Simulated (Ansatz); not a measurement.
Working through a cohesive energy from free atoms of LiBe and its free atoms

Computed with the Ansatz DFT code, driven from Python.

Notebook, run cell by cell (the value of a cell's last expression is shown):

**Cell 1**
```python
from collections import Counter
import warnings

import ansatz as az
```

**Cell 2**
```python
PHASES = {
    "LiBe": (
        [[2.295986, 0.0, 0.0], [0.0, 3.612773, 0.0], [-0.401743, 0.0, 5.513526]],
        [
            ("Li", [0.736848, 0.25, 0.154858]),
            ("Li", [0.263152, 0.75, 0.845142]),
            ("Be", [0.756418, 0.25, 0.576172]),
            ("Be", [0.243582, 0.75, 0.423828]),
        ],
    ),
}
```

**Cell 3**
```python
def build(vectors, sites):
    crystal = az.Crystal(lattice=az.Lattice.of(vectors))
    for symbol, position in sites:
        crystal = crystal.atom(symbol, position)
    return crystal
```

**Cell 4**
```python
def counts(outcome):
    return Counter(site.symbol for site in outcome.lattice.sites)

UNPAIRED = {"Li": 1, "Be": 0}  # unpaired electrons of the free atoms
```

**Cell 5**
```python
def ground_state(name, crystal):
    calc = (
        crystal.calculation()
        .functional("r2scan")
        .basis(600)  # plane waves up to this kinetic energy
        .kpoints(spacing=0.33)
        .occupations("cold", width=0.02)  # fractional filling near the Fermi level
    )
    if name.endswith(" atom"):
        calc = calc.kpoints(1, 1, 1).occupations("fermi_dirac", width=0.01)
        if UNPAIRED[name.split()[0]]:
            calc = calc.spin("collinear")
        return calc.run(threads=1, pin="off")
    calc = calc.relax(force_tolerance=0.01, max_steps=40, cell=True)
    return calc.run(threads=1, pin="off")
```

**Cell 6**
```python
warnings.simplefilter("ignore", az.DeckWarning)
```

**Cell 7**
```python
phases = {name: build(*cell) for name, cell in PHASES.items()}
# a box with unlike edges lets an open shell break the spherical symmetry
for element, moment in UNPAIRED.items():
    phases[f"{element} atom"] = az.Lattice.orthorhombic(10.0, 10.5, 11.0).atom(element, (0.5, 0.5, 0.5), moment=moment or None)
```

**Cell 8**
```python
done = {name: ground_state(name, crystal) for name, crystal in phases.items()}

print({element: round(done[f"{element} atom"].report["magnetization_mub"], 2) for element in UNPAIRED}, "muB on the free atoms")
solid = done["LiBe"]
n = counts(solid)
binding = (sum(k * done[f"{e} atom"].report["energy_sigma0_ev"] for e, k in n.items()) - solid.report["energy_sigma0_ev"]) / sum(n.values())
print(f"cohesive energy {binding:.3f} eV/atom = {96.4853 * binding:.0f} kJ/mol of atoms (no zero-point energy)")
```
Output:
```text
{'Li': 1.0, 'Be': 0.0} muB on the free atoms
cohesive energy 2.516 eV/atom = 243 kJ/mol of atoms (no zero-point energy)
```

Reading the output:
- The magnetic order follows from the starting moments and needn't be the lowest.
- For the metals among these phases the mesh is modest: differences between phases can be off by up to 40 meV an atom.
- r2SCAN tends to overestimate the moments of itinerant magnets.
- The cells come from databases of deposited and of computed structures, and not all need be stable phases.
- Free atoms in a box carry small image and symmetry errors, and spin-orbit coupling is left out.
- Run time: 17 min on 1 thread of Arm Neoverse V1, with other jobs on the host, peak memory 2.5 GiB.

(Lines on the test bed's own set-up are left out of the output.)
